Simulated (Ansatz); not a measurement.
Crystal: GaGe.

```
Ge Ga
1.0
     0.00000    2.89784    2.89784
     2.89784    0.00000    2.89784
     2.89784    2.89784    0.00000
Ge Ga
1 1
Direct
  0.00000 0.00000 0.00000
  0.25000 0.25000 0.25000
```

The cell comes from a database or a generator and needn't be the stable form of this composition.

| Property | Result |
| --- | --- |
| Program | Ansatz 0.2.0 |
| Task | relaxation of cell and atoms |
| Functional | revPBE |
| Potentials or basis | Ansatz PAW |
| Cutoff | 420 eV (not typed: the program's choice for these potentials) |
| k mesh | 8 × 8 × 8 |
| Occupations | fermi-dirac, width 0.05 eV |
| Spin | no spin polarisation |

At the start: volume 24.33 Å³/atom.

Question: How do energy, volume and symmetry change on relaxing?

Answer: It ends after 4 steps and the volume is 25.05 Å³/atom (+3.0 %); space group F-43m (No. 216, to 0.05 Å).

The path:
```
step  energy change (eV)  largest force (eV/Å)  volume (Å³)
   1              0.0000                0.0000        48.67
   2             -0.0056                0.0000        49.72
   3             -0.0060                0.0000        50.11
   4             -0.0063                0.0000        50.11
```

Final structure:
```
Ge Ga
1.0
     0.00000    2.92616    2.92616
     2.92616    0.00000    2.92616
     2.92616    2.92616    0.00000
Ge Ga
1 1
Direct
  0.00000 0.00000 0.00000
  0.25000 0.25000 0.25000
```

Caveat: the plane-wave basis is chosen anew once the cell has moved, so the energies of steps on either side of that aren't comparable; the PAW data sets come from PBE, with cores solved anew for the run's functional, which leaves a small shift of forces and pressure.
